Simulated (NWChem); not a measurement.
# One shape, several levels: AgF (SMILES [F][Ag])

Aim: a comparison of 6 runs (HF/STO-3G, B2PLYP/def2-TZVP, CAM-B3LYP/def2-TZVP, PBE0/def2-TZVP, wB97X/def2-TZVP, MP2/def2-TZVP) of AgF. 

Program for the calculation: NWChem 7.3.0.

1 further run of the same task is left out (set aside as unsound or not needed).

**1. The molecule**

AgF has 2 atoms, charge 0, and is taken as a singlet. SMILES: `[F][Ag]`. The shape is that of a PBE0-D4/def2-TZVP optimisation.

Bond lengths: F1–Ag2 1.986 Å.

**2. Energy and gradient at HF/STO-3G (run 1)**

File mymol.xyz:

```xyz
2

F      0.860000    -0.334300     0.425600
Ag    -0.830500     0.274100    -0.421500
```

File mymol.nw:

```
start mymol
memory stack 880 mb heap 220 mb global 1100 mb
charge 0

geometry units angstrom noautosym nocenter noautoz
 load mymol.xyz
end

basis spherical bse
 * library STO-3G
end

scf
 thresh 1e-08
 maxiter 80
 print medium
end

task scf gradient
```

Command:

```sh
$ nwchem mymol.nw > mymol.out
```

Standard output:

```text
[...]
  functions       =    32
[...]
  wavefunction    = RHF
[...]
         Total SCF energy =  -5244.505088738166
      One-electron energy =  -7489.488109527822
      Two-electron energy =   2132.291964435570
 Nuclear repulsion energy =    112.691056354087
        Time for solution =      2.7s
[...]
                         RHF ENERGY GRADIENTS
    atom               coordinates                        gradient
                 x          y          z           x          y          z
   1 F       1.625164  -0.631735   0.804267    0.098731  -0.035533   0.049474
   2 Ag     -1.569417   0.517974  -0.796520   -0.098731   0.035533  -0.049474
[...]
```

Wall time 4.2 s (1 thread of Intel Xeon Platinum 8488C (Sapphire Rapids), shared host); peak memory 0.094 GiB.

**3. The energy at B2PLYP/def2-TZVP (core potential) (run 2)**

File agf.xyz:

```xyz
2

F      0.860000    -0.334300     0.425600
Ag    -0.830500     0.274100    -0.421500
```

File agf.nw:

```
START agf
memory stack 880 mb heap 220 mb global 1100 mb
charge 0

GEOMETRY units angstroms noautosym nocenter noautoz
load agf.xyz
END

BASIS "ao basis" spherical bse
* library def2-TZVP
END

ECP bse
Ag library def2-TZVP
END

DFT
xc hfexch 0.53 becke88 0.47 lyp 0.73 mp2 0.27
dftmp2 semidirect
grid xfine
convergence energy 1e-08
iterations 100
mulliken
END

MP2
freeze core 1
END

TASK dft energy
```

Command:

```sh
$ nwchem agf.nw > agf.out
```

Standard output:

```text
[...]
          Wavefunction type:  closed shell.
          No. of atoms     :     2
          No. of electrons :    28
[...]
          Charge           :     0
          Spin multiplicity:     1
[...]
          AO basis - number of functions:    71
[...]
              XC Information
              --------------
                     Hartree-Fock (Exact) Exchange  0.530
                    Becke 1988 Exchange Functional  0.470
              Lee-Yang-Parr Correlation Functional  0.730
[...]
 d= 0,ls=0.0,diis     1   -246.3364896539 -2.92D+02  1.41D-02  9.85D-01     1.2
[...]
 d= 0,ls=0.0,diis    10   -246.4358797397 -4.48D-09  8.42D-07  1.49D-09     9.4
         Total DFT energy =     -246.435879739712
      One electron energy =     -492.855316374507
           Coulomb energy =      225.143989789288
    Exchange-Corr. energy =      -24.280512106146
 Nuclear repulsion energy =       45.555958951652
[...]
      Total Density - Mulliken Population Analysis
     ---------------------------------------------
    Atom       Charge   Shell Charges
 -----------   ------   -------------------------------------------------------
    1 F    9     9.68   0.77  1.20  0.61  0.95  0.45  2.25  2.13  1.31  0.00  0.00  0.00
    2 Ag  19    18.32   0.03 -0.41  1.62  0.76  0.24  0.00  5.23  0.76  0.09  0.03  5.85  3.23  0.88  0.00
[...]
  Basis functions       =     71
[...]
```

Wall time 11 s (1 thread of Intel Xeon Platinum 8488C (Sapphire Rapids), shared host); peak memory 0.18 GiB.

Run 3 isn't shown in full; the table further down has it.

**4. Energy and gradient at PBE0/def2-TZVP (core potential) (run 4)**

File run.py:

```python
from ase import Atoms
from ase.calculators.nwchem import NWChem

mol = Atoms(['F', 'Ag'], positions=[
    [0.860000, -0.334300, 0.425600],
    [-0.830500, 0.274100, -0.421500],
])

calc = NWChem(
    label='agf',
    theory='dft',
    memory='2200 mb',
    basis='def2-TZVP',
    basispar='spherical bse',
    dft={'xc': 'pbe0', 'mult': '1', 'grid': 'xfine', 'convergence': 'energy 1e-08', 'iterations': '100', 'mulliken': None},
    **{'ecp bse': {'Ag library': 'def2-TZVP'}},
)
mol.calc = calc

forces = mol.get_forces()
print(f"energy = {mol.get_potential_energy():.6f} eV")
print("forces (eV/A):")
for s, f in zip(mol.symbols, forces):
    print(f"{s:2s} {f[0]:10.5f} {f[1]:10.5f} {f[2]:10.5f}")
print("dipole (e A):", mol.get_dipole_moment().round(4))
```

Command:

```sh
$ export ASE_NWCHEM_COMMAND="nwchem PREFIX.nwi > PREFIX.nwo"
$ python run.py
```

Standard output:

```text
energy = -6714.652349 eV
forces (eV/A):
F    -0.00113    0.00041   -0.00057
Ag    0.00113   -0.00041    0.00057
dipole (e A): [-1.0354  0.3726 -0.5189]
```

The calculator wrote agf.nwi:

```
title "agf"

permanent_dir agf

scratch_dir agf

start agf

geometry units angstrom nocenter noautosym noautoz
  F  8.5999999999999999e-01 -3.3429999999999999e-01 4.2559999999999998e-01
  Ag -8.3050000000000002e-01 2.7410000000000001e-01 -4.2149999999999999e-01
end

memory 2200 mb

basis spherical bse noprint
   * library def2-TZVP
end

dft
  xc pbe0
  mult 1
  grid xfine
  convergence energy 1e-08
  iterations 100
  mulliken
end
ecp bse
  Ag library def2-TZVP
end

task dft gradient
```

agf.nwo:

```text
Northwest Computational Chemistry Package (NWChem) 7.3.0
             --------------------------------------------------------

           Job information
           ---------------

    nwchem branch   = 7.3.0
    use scalapack   = T
    input           = agf.nwi
    prefix          = agf.
    data base       = agf/agf.db
    status          = startup
    nproc           =        1

           Memory information
           ------------------

[... 5 lines left out ...]
    hardfail = no
[... 75 lines left out ...]
  convergence criterion.
[... 40 lines left out ...]
          Spatial weights used:  Erf1
[... 32 lines left out ...]
 1-e energy   =    -488.812697
[... 49 lines left out ...]
           Coulomb energy =      224.770719896781
[... 590 lines left out ...]
          Convergence on density requested:  1.00D-05
[... 26 lines left out ...]
          total energy or number of iterations.
[... 33 lines left out ...]
                 ----------------------------------------
                 |  Time  |  1-e(secs)   |  2-e(secs)   |
                 ----------------------------------------
                 |  CPU   |       0.01   |       1.92   |
                 ----------------------------------------
                 |  WALL  |       0.01   |       1.92   |
                 ----------------------------------------

 Task  times  cpu:       12.3s     wall:       12.3s
 Total times  cpu:       12.3s     wall:       12.3s
```

It took 14 s on 1 thread of Intel Xeon Platinum 8488C (Sapphire Rapids), shared host; peak memory 0.13 GiB.

Run 5 isn't shown in full; the table further down has it.

**5. Energy and gradient at MP2/def2-TZVP (core potential) (run 6)**

File agf.nw:

```
start agf
title "AgF gradient"
memory total 2200 mb
geometry units angstroms noautosym nocenter noautoz
 F      0.860000    -0.334300     0.425600
 Ag    -0.830500     0.274100    -0.421500
end
basis spherical bse
 F library def2-TZVP
 Ag library def2-TZVP
end
ecp bse
 Ag library def2-TZVP
end
scf
 singlet
 rhf
 thresh 1e-08
 maxiter 80
end
mp2
 freeze core 1
 tight
end
task mp2 gradient
```

Command:

```sh
$ nwchem agf.nw > agf.out
```

Standard output:

```text
[...]
  functions       =    71
[...]
  wavefunction    = RHF
[...]
         Total SCF energy =   -245.588159073290
      One-electron energy =   -493.398328105614
      Two-electron energy =    202.254210080672
 Nuclear repulsion energy =     45.555958951652
        Time for solution =      7.7s
[...]
          Total MP2 energy          -246.314748394971
[...]
                         mp2 ENERGY GRADIENTS
    atom               coordinates                        gradient
                 x          y          z           x          y          z
   1 F       1.625164  -0.631735   0.804267    0.002705  -0.000973   0.001355
   2 Ag     -1.569417   0.517974  -0.796520   -0.002705   0.000973  -0.001355
[...]
```

Run time: 20 s. Hardware: 1 thread of Intel Xeon Platinum 8488C (Sapphire Rapids), shared host; peak memory 0.21 GiB.

**6. The series**

| run | level | task | iteration cap | energy (Eh) | dipole moment (D) | HOMO energy (eV) | LUMO energy (eV) | wall time |
| --- | --- | --- | --- | --- | --- | --- | --- | --- |
| 1 | HF/STO-3G | gradient | 80 | -5244.505089 | 2.78 | -6.11 | 3.90 | 4.2 s |
| 2 | B2PLYP/def2-TZVP (core potential) | energy | 100 | -246.666876 | 6.40 | -9.29 | -2.26 | 11 s |
| 3 | CAM-B3LYP/def2-TZVP (core potential) | gradient | 100 | -246.807940 | 5.96 | -9.47 | -2.44 | 26 s |
| 4 | PBE0/def2-TZVP (core potential) | gradient | 100 | -246.758924 | 5.84 | -7.96 | -3.24 | 14 s |
| 5 | wB97X/def2-TZVP (core potential) | gradient | 100 | -246.863254 | 6.09 | -10.41 | -1.19 | 42 s |
| 6 | MP2/def2-TZVP (core potential) | gradient | 80 | -246.314748 | 6.31 | -11.68 | -0.47 | 20 s |

**7. Summary of results**

```
                                                      quantity          value
                                           run 6: total energy  -246.31475 Eh
run 6: dipole moment (of the density that the program reports)         6.31 D
                    run 6: HOMO energy (Hartree–Fock orbitals)      -11.68 eV
                    run 6: LUMO energy (Hartree–Fock orbitals)       -0.47 eV
                  run 6: HOMO–LUMO gap (Hartree–Fock orbitals)       11.21 eV
             run 6: correlation energy (1 core orbital frozen)     -726.6 mEh
                               run 6: largest force on an atom     0.163 eV/Å
```

**Reading.** The dipole moment (its size) runs from 2.78 D (HF/STO-3G) to 6.40 D (B2PLYP/def2-TZVP). The two ends differ in method and basis and core potential. A double hybrid's value is that of its SCF part. Over runs 1, 2, 3, 4, 5 the HOMO–LUMO gap runs from 4.72 eV (PBE0/def2-TZVP) to 10.02 eV (HF/STO-3G). Totals of different functionals can't be ranked against each other. Some runs of one species differ in core potentials or relativity; totals across that change don't compare. In run 1 the basis is minimal, so the values are rough. In run 1 relativity is left out where basis or elements ask for it. All runs together took 1.9 min, the longest 42 s.
